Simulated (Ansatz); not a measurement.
**C₂H₄BrNSi: one species, many methods**

One table from this session's results is given with a row withheld; the runs are named, their logs left out.

Method: functionals in def2-TZVPP, the program's frozen cores in correlated methods; program: Ansatz 0.2.0, Gaussian basis.

Plan: LDA (SPW92), PBE-D4, revPBE-D4, BLYP-D4, r2SCAN-D4, B97M-V, PBE0-D4, B3LYP-D4, r2SCANh-D4, r2SCAN0-D4, HSE06-D4, BHLYP-D4, CAM-B3LYP-D4, LC-ωPBE, ωB97X-V, ωB97M-V, B2PLYP, PBE-QIDH; CCSD(T)/def2-SVP; CCSD(T)/def2-TZVPP; MP2/def2-QZVPP; extrapolation to the limit; RPA on PBE.

### The relaxed structure

The geometry comes from an earlier relaxation with PBE0-D4 in a triple-zeta def2 set; it is a stationary point, not always the lowest conformer.

SMILES `Br[SiH2]C1=CN1`, 9 atoms, charge 0, spin multiplicity 1.

Atoms are counted from 1 here; the program's logs count them from 0.

Bond lengths: Br1–Si2 2.223 Å, Si2–C3 1.816 Å, Si2–H6 1.479 Å, Si2–H7 1.479 Å, C3–C4 1.281 Å, C3–N5 1.555 Å, C4–N5 1.451 Å, C4–H8 1.077 Å, N5–H9 1.024 Å. Angles: Br1–Si2–C3 108.4°, Br1–Si2–H6 107.3°, Br1–Si2–H7 108.6°, C3–Si2–H6 110.6°, C3–Si2–H7 109.6°, H6–Si2–H7 112.1°, Si2–C3–C4 160.5°, Si2–C3–N5 138.6°, C4–C3–N5 60.6°, C3–C4–N5 69.1°, C3–C4–H8 152.9°, N5–C4–H8 137.9°, C3–N5–C4 50.3°, C3–N5–H9 107.6°, C4–N5–H9 108.2°.

Coordinates:

```xyz
9

Br   -2.62380    0.99281   -0.61951
Si   -0.95608    0.71406    0.82334
C     0.35989   -0.23289    0.00459
C     1.19698   -1.16982   -0.24505
N     1.42412   -0.02735   -1.11091
H    -0.47227    2.05911    1.20114
H    -1.46116   -0.04295    1.98920
H     1.65050   -2.12674   -0.04972
H     0.97042   -0.21254   -2.01018
```

Set-up of the first run:

in.yaml

```yaml
crystal:
  periodic: [false, false, false]
  atoms:
    - {symbol: Br, position_ang: [-2.623799, 0.992807, -0.619511]}
    - {symbol: Si, position_ang: [-0.956082, 0.714060, 0.823340]}
    - {symbol: C, position_ang: [0.359888, -0.232888, 0.004591]}
    - {symbol: C, position_ang: [1.196984, -1.169821, -0.245052]}
    - {symbol: N, position_ang: [1.424124, -0.027350, -1.110914]}
    - {symbol: H, position_ang: [-0.472273, 2.059115, 1.201141]}
    - {symbol: H, position_ang: [-1.461163, -0.042953, 1.989205]}
    - {symbol: H, position_ang: [1.650502, -2.126736, -0.049717]}
    - {symbol: H, position_ang: [0.970419, -0.212535, -2.010183]}
basis:
  gaussian: {orbitals: def2-TZVPP}
hamiltonian: {xc: lda}
output: {orbitals: {seedname: orbitals}}
```

Among the steps run: LDA; PBE-D4 (GGA); revPBE-D4 (GGA); BLYP-D4 (GGA); r2SCAN-D4 (meta-GGA); B97M-V (meta-GGA); PBE0-D4 (hybrid); B3LYP-D4 (hybrid); r2SCANh-D4 (hybrid); r2SCAN0-D4 (hybrid); HSE06-D4 (hybrid); BHLYP-D4 (hybrid); CAM-B3LYP-D4 (range-separated); LC-ωPBE (range-separated); ωB97X-V (range-separated); ωB97M-V (range-separated); B2PLYP (double hybrid); PBE-QIDH (double hybrid).

One of the session's tables, all rows but one given; the rest of the session is left out.

It belongs to the step «Frontier levels by functional». 

```
  functional  HOMO (eV)  LUMO (eV)  gap (eV)
 LDA (SPW92)      -5.32      -2.60      2.73
      PBE-D4      -5.19      -2.34      2.86
   revPBE-D4      -5.14      -2.24      2.90
     BLYP-D4      -5.06      -2.18      2.88
   r2SCAN-D4      -5.40      -2.14      3.26
      B97M-V      -5.51      -2.08      3.43
     PBE0-D4      -6.45      -1.40      5.05
    B3LYP-D4      -6.23      -1.60      4.63
  r2SCANh-D4      -5.87      -1.80      4.07
  r2SCAN0-D4      -6.59      -1.29      5.30
    HSE06-D4      -6.05      -1.78      4.27
    BHLYP-D4      -7.58      -0.34      7.24
CAM-B3LYP-D4      -7.80      -0.28      7.52
     LC-ωPBE      -9.17       0.85     10.01
     ωB97X-V          ?          ?         ?
     ωB97M-V      -8.72       0.63      9.35
```

**Question.** Estimate the row for ωB97X-V.

As computed: HOMO (eV): -8.80; LUMO (eV): 0.78; gap (eV): 9.58. In the column «HOMO (eV)» it lies between LC-ωPBE (-9.17) and ωB97M-V (-8.72).
